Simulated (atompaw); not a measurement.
**A PAW (atompaw) potential for beryllium, from input to tests**

Do these settings give a usable potential? It is generated, then checked for scattering, ghosts and hardness.

Program: atompaw 4.2.0.5. Reference atom: PBE, scalar-relativistic, spherical and spin-unpolarised. All values are calculated.

## 1. The atom and the settings

Typed settings, in words:

```json
{
  "element": "beryllium (Be, Z = 4)",
  "type": "PAW",
  "frozen core": "[He]",
  "valence charge": "2",
  "reference configuration": "2s2 2p0",
  "partial waves": "2s (bound): rc 3.00 bohr; 2s channel at 0.95 Ry: rc 1.80 bohr; 2p (bound, empty): rc 3.00 bohr; 2p channel at 3.4 Ry: rc 3.00 bohr",
  "local potential": "bessel scheme, radius 2.05 bohr",
  "core correction": "smooth core density matched at 2.50 bohr",
  "augmentation charge": "sinc compensation charge, radius 2.70 bohr; PAW radius 3.00 bohr; waves and projectors: custom polynom2 7 10 vanderbiltortho"
}
```

## 2. The generation run

Be.input

```
Be 4
GGA-PBE scalarrelativistic loggrid 1500 logderivrange -2 5 176
2 2 0 0 0 0
2 1 0
0 0 0
c
v
v
1
3.00 2.70 2.05 2.50
y
0.95
n
y
3.4
n
custom polynom2 7 10 vanderbiltortho sinc
bessel
3.00
1.80
3.00
3.00
PWSCFOUT
UPFDX 0.0125d0 UPFXMIN -7.d0 UPFZMESH 4.d0
END
```

Launch:

```bash
atompaw < Be.input > Be.log
```

**Question.** What will these runs give? Wanted: cutoffs for 10 and 1 mRy, occupied levels; bound ghosts; largest phase difference near zero energy, channels read; lowest eigenvalue of the overlap; share of valence orbitals outside the PAW sphere; UPF file.

As calculated:

| quantity | value |
| --- | --- |
| cutoffs for 10 and 1 mRy, occupied levels | 6 Ry or less and 12 Ry |
| bound ghosts | none found |
| largest phase difference near zero energy, channels read | 0.104 rad |
| lowest eigenvalue of the overlap (Bessel basis) | 0.741 (s) |
| share of valence orbitals outside the PAW sphere | 2s 30 %, 2p 47 % |
| UPF file | written |

What this shows: The potential is soft on the atom at that tolerance: the looser tolerance needs 6 Ry or less. No bound ghost shows below the valence levels. Near zero energy the largest phase difference among the channels read is 0.10 rad, in the p channel. In the s channel the atom's pole at 4.60 Ry sits lower, at 1.50 Ry, in the pseudo curve. All of this concerns the isolated atom, not yet a solid.
